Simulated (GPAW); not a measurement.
NbTe:

```
Te Nb
1.0
     3.70297    0.00000    0.00000
    -1.85149    3.20687    0.00000
     0.00000    0.00000    3.69421
Te Nb
1 1
Direct
  0.66667 0.33333 0.00000
  0.00000 0.00000 0.50000
```

The cell comes from a database or a generator and needn't be the stable form of this composition.

* Program: GPAW 26.7.0
* Task: single point
* Functional: PBEsol
* Potentials or basis: PAW data sets generated in the run's folder for this functional
* Cutoff: 600 eV
* Basis: pw
* k mesh: 8 × 8 × 7
* Occupations: fermi-dirac, width 0.05 eV
* Spin: no spin polarisation

On this cell: pressure -6.1 GPa; largest force under 0.003 eV/Å; band gap on the k mesh none (metal or under the smearing width).

The same run follows on a disturbed copy (atoms moved at random, drawn with an rms of 0.05 Å):

```
CELL_PARAMETERS angstrom
3.70297 0.00000 0.00000
-1.85149 3.20687 0.00000
0.00000 0.00000 3.69421
ATOMIC_POSITIONS crystal
Te 0.66536 0.32952 0.99436
Nb 0.00067 0.99729 0.50685
```

Problem. What changes?

Solution. The energy (extrapolated to zero smearing) moves by +4.9 meV/atom; pressure -6.0 GPa; largest force 0.418 eV/Å; band gap on the k mesh none (metal or under the smearing width).

Forces on the atoms (eV/Å):
```
Te   0.049  0.032  0.414
Nb  -0.049 -0.032 -0.414
```

Stress tensor (GPa, compression positive):
```
-5.80  0.11  0.03
 0.11 -5.95  0.02
 0.03  0.02 -6.17
```
